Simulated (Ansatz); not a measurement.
# CH5AlOSi: the cost of one run

Program: Ansatz 0.2.0. Level of theory: RKS CAM-B3LYP-D4/def2-SVP. These are calculated values, not measurements.

1 further run of the same task is left out (it didn't finish).

## 1. The system as given

Bond lengths: C1–Si2 1.816 Å, Si2–O3 1.700 Å, Si2–Al4 2.320 Å, O3–Al4 1.771 Å, C1–H5 1.159 Å, C1–H6 1.158 Å, C1–H7 1.109 Å, Si2–H8 1.462 Å, Al4–H9 1.675 Å. Angles (14 of 16 angles, heavy atoms first): C1–Si2–O3 108.4°, C1–Si2–Al4 116.8°, O3–Si2–Al4 49.4°, Si2–O3–Al4 83.8°, Si2–Al4–O3 46.8°, C1–Si2–H8 117.1°, O3–Si2–H8 109.0°, Al4–Si2–H8 125.9°, Si2–C1–H5 110.6°, Si2–C1–H6 111.7°, Si2–C1–H7 113.4°, Si2–Al4–H9 132.2°, O3–Al4–H9 156.5°, H5–C1–H6 104.8°.

As a file:

```xyz
9

C    -0.2068    0.6923   -1.1367
Si    0.1103   -0.8094   -0.1669
O     1.4390   -0.5201    0.8532
Al    0.2198   -0.5648    2.1371
H    -1.1467    0.5581   -1.8006
H    -0.4510    1.5975   -0.4574
H     0.6412    0.9834   -1.7886
H     0.3413   -2.0473   -0.9102
H    -0.8588    0.0642    3.2531
```

## 2. End point A

Input file input.yaml:

```yaml
crystal:
  periodic: [false, false, false]
  atoms:
    - { symbol: C, position_ang: [-0.2068, 0.6923, -1.1367] }
    - { symbol: Si, position_ang: [0.1103, -0.8094, -0.1669] }
    - { symbol: O, position_ang: [1.439, -0.5201, 0.8532] }
    - { symbol: Al, position_ang: [0.2198, -0.5648, 2.1371] }
    - { symbol: H, position_ang: [-1.1467, 0.5581, -1.8006] }
    - { symbol: H, position_ang: [-0.451, 1.5975, -0.4574] }
    - { symbol: H, position_ang: [0.6412, 0.9834, -1.7886] }
    - { symbol: H, position_ang: [0.3413, -2.0473, -0.9102] }
    - { symbol: H, position_ang: [-0.8588, 0.0642, 3.2531] }
basis:
  gaussian: { orbitals: def2-SVP }
hamiltonian:
  xc: cam_b3lyp
  dispersion: d4
relax:
  f_tol: 0.02
  max_steps: 50
```

The run is started by

```
$ ansatz run input.yaml --threads 2 --pin off --max-ram 3072MiB --backend cpu --events-out ev --progress --plain --runs-dir out
```

Q: Estimate wall time and peak memory on 2 threads of Arm Neoverse V1, shared host.

About 20 s, with a peak of 0.21 GiB.
